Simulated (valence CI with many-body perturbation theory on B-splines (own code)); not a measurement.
**Levels and ionisation energy of Tm⁴⁶⁺**

What does CI with core correlation give for the spectrum of Tm⁴⁶⁺? Levels and ionisation energy come from one run, set against NIST.

Program: an in-house CI+MBPT code version 3. Level of theory: configuration interaction of the valence electrons, many-body perturbation theory for a frozen closed Dirac-Fock core, no-pair Dirac Hamiltonian, B-spline basis. These are calculated values, not measurements, unless marked.

**1. Starting point**

| Quantity | Value |
| --- | --- |
| element | thulium (Z = 69, A = 169) |
| charge | +46 |
| frozen core | [Ar] |
| start configuration of the valence electrons | 3d5 |
| nuclear rms radius | 5.2256 fm |

**2. The run**

Settings, as recorded:

```ini
atom Tm  Z=69  mass_number=169  rms_radius_fm=5.2256
core [Ar]
valence 3d5
avg = 1
basis = M
breit = 1
cap = 40000
capref = 1200
cscale = 1
de = 0.0
dress = 0
eps = 2e-08
h = 0.27
hh = 1
l2 = 3
lcore = 6
maxit = 60
n2 = 5
natural = 1
nlev = 45
nno = [4, 4, 5, 4, 3, 1]
nroot = 26
nsp = [3, 3, 3, 2, 1, 0]
pt2 = 1
qed = 1
rpa = 1
s1 = 1
s2 = 1
s3 = 1
screen = 1
tol = 2e-05
```

Started as:

```
python run_cv.py task.json out
```

task.json holds these settings.

What does the calculation give? Wanted: for each run, computed; tabulated.

As calculated:

| quantity | computed | tabulated |
| --- | --- | --- |
| lowest level | 3d5 ⁴P 5/2 | 3d5 ⁵/2 |
| first excitation | 3d5 ⁶S 5/2, 39.33 eV | - |
| ionisation energy, to 3d4 ³P J = 0 | 3895.0 eV | 3895 ± 4 eV (tabulated theoretical) |
| hyperfine A/(μ/I) of the lowest level | 26601 MHz | - |
| no level missing from the run's list below | 225.51 eV | - |

**Reading.** The ionisation energy is 0.0 eV (0.00 %) above the NIST entry, whose uncertainty is 4 eV. Of the added terms Σ2 moves the ionisation energy most, by +10.7 eV. The lowest level is 100 % 3d5, but only 27 % ⁴P beside 24 % ²D, so its LS name says little. Cautions: by estimate large intervals hold to a few tenths of a per cent, small ones and the rates on them less well; only levels of one parity were solved.
